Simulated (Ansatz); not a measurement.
# Si: the cost of one run

Program: Ansatz 0.2.0. Level of theory: DFT PBE, scalar-relativistic, plane waves, PAW. These are calculated values, not measurements.

The COD entry's cell or inner coordinates are ideal or old and differ from later refinements, so a difference from it is no clean test against experiment.

### Step 1. Starting point

Symmetry: Fd-3m, No. 227, cubic system. The conventional cell has a = 5.427 Å, b = 5.427 Å, c = 5.427 Å, α = 90.00°, β = 90.00°, γ = 90.00°. Si (site symmetry -43m) is surrounded by 4 Si at 2.35 Å.

As a file:

```cif
data_structure
_symmetry_space_group_name_H-M 'Fd-3m:1'
_symmetry_Int_Tables_number 227
_cell_length_a 5.4271
_cell_length_b 5.4271
_cell_length_c 5.4271
_cell_angle_alpha 90.000
_cell_angle_beta 90.000
_cell_angle_gamma 90.000
_cell_volume 159.85
loop_
_atom_site_label
_atom_site_type_symbol
_atom_site_symmetry_multiplicity
_atom_site_Wyckoff_symbol
_atom_site_fract_x
_atom_site_fract_y
_atom_site_fract_z
_atom_site_occupancy
Si1 Si 8 a 0.25000 0.25000 0.25000 1
```

The structure rests on an entry of the Crystallography Open Database; cell or positions may have been set otherwise for this series.

### Step 2. Relaxing cell and atoms: Si, no spin

File input.yaml:

```yaml
crystal:
  lattice:
    - [0.0, 2.71356, 2.71356]
    - [2.71356, 0.0, 2.71356]
    - [2.71356, 2.71356, 0.0]
  atoms:
    - { symbol: Si, position: [0.75, 0.75, 0.75] }
    - { symbol: Si, position: [0.5, 0.5, 0.5] }
scf:
  occupations: { method: fixed }
output:
  forces: true
  stress: true
  eigenvalues: true
  write_density: true
  write_potential: true
  elf: true
  volumetric_format: npy
hamiltonian:
  xc: pbe
relax:
  f_tol: 0.002
  adjacent_minimum: "off"
  cell: { stress_tol: 0.05 }
kpoints:
  mp_grid: { grid: [8, 8, 8] }
```

Started as:

```sh
> ansatz run input.yaml --threads 8 --pin off --max-ram 30720MiB --backend cpu --events-out ev --progress --plain --runs-dir out
```

Q: Estimate wall time and peak memory on 8 threads of AMD EPYC 9R45 (Zen 5), shared host.

About 1.1 s, with a peak of 0.38 GiB.
